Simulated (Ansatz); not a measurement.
**CH₄FISi: small, medium and large basis sets**

Aim: see how fast density functionals converge with the basis set for CH₄FISi.

Computed with Ansatz 0.2.0, Gaussian basis. Level: one geometry, several basis sets.

Levels to be run: PBE0-D4/def2-SVP; ωB97M-V/def2-SVP; PBE0-D4/def2-QZVPP; ωB97M-V/def2-QZVPP; the functionals' def2-TZVPP values are taken from earlier runs.

### Step 1. The geometry

All runs share one geometry, relaxed beforehand with PBE0-D4 in a triple-zeta def2 set. I takes the def2 core potential; no spin-orbit term is included.

SMILES `C[SiH](F)I`, 8 atoms, charge 0, spin multiplicity 1.

Atoms are counted from 1 here; the program's logs count them from 0.

Bond lengths: C1–Si2 1.847 Å, C1–H5 1.092 Å, C1–H6 1.092 Å, C1–H7 1.094 Å, Si2–F3 1.596 Å, Si2–I4 2.435 Å, Si2–H8 1.479 Å. Angles: Si2–C1–H5 110.3°, Si2–C1–H6 110.7°, Si2–C1–H7 109.9°, H5–C1–H6 108.5°, H5–C1–H7 108.7°, H6–C1–H7 108.8°, C1–Si2–F3 109.4°, C1–Si2–I4 110.6°, C1–Si2–H8 113.8°, F3–Si2–I4 107.9°, F3–Si2–H8 107.4°, I4–Si2–H8 107.6°.

Coordinates:

```
C    -0.1684    0.9932    0.1864
Si    0.3345   -0.7412   -0.1990
F     1.2739   -1.2918    0.9681
I    -1.6192   -2.1888   -0.3333
H    -0.8026    1.3889   -0.6099
H    -0.7255    1.0338    1.1244
H     0.7181    1.6270    0.2756
H     1.0814   -0.8782   -1.4682
```

### Step 2. PBE0-D4 in def2-SVP

Contents of in.yaml:

```yaml
crystal:
  periodic: [false, false, false]
  atoms:
    - {symbol: C, position_ang: [-0.168433, 0.993156, 0.186438]}
    - {symbol: Si, position_ang: [0.334538, -0.741250, -0.199031]}
    - {symbol: F, position_ang: [1.273854, -1.291777, 0.968115]}
    - {symbol: I, position_ang: [-1.619225, -2.188759, -0.333322]}
    - {symbol: H, position_ang: [-0.802586, 1.388923, -0.609857]}
    - {symbol: H, position_ang: [-0.725450, 1.033834, 1.124409]}
    - {symbol: H, position_ang: [0.718144, 1.627012, 0.275619]}
    - {symbol: H, position_ang: [1.081359, -0.878239, -1.468170]}
basis:
  gaussian: {orbitals: def2-SVP}
hamiltonian: {xc: pbe0, dispersion: d4}
output: {orbitals: {seedname: orbitals}}
```

The run is started by

```console
> ansatz run in.yaml --threads 4 --pin off --events-out ev --progress --plain --max-ram 10444MiB
```

After this run come: ωB97M-V in def2-SVP; PBE0-D4 in def2-QZVPP; ωB97M-V in def2-QZVPP.

Q: Predict the results of all the runs planned. Wanted: PBE0-D4: double and triple zeta above quadruple; ωB97M-V: double and triple zeta above quadruple.

The runs gave:

| quantity | value |
| --- | --- |
| PBE0-D4: double and triple zeta above quadruple | 8.43, 0.52 eV |
| ωB97M-V: double and triple zeta above quadruple | 8.58, 0.49 eV |

What this shows: For PBE0-D4 the step from double to triple zeta gains 7.90 eV and the next only 0.52 eV. Total energies overstate the basis error of differences, where much of it tends to cancel. The LUMO of ωB97M-V is positive and keeps falling with the basis (2.04 to 1.37 eV): an unbound level that the basis holds in place.
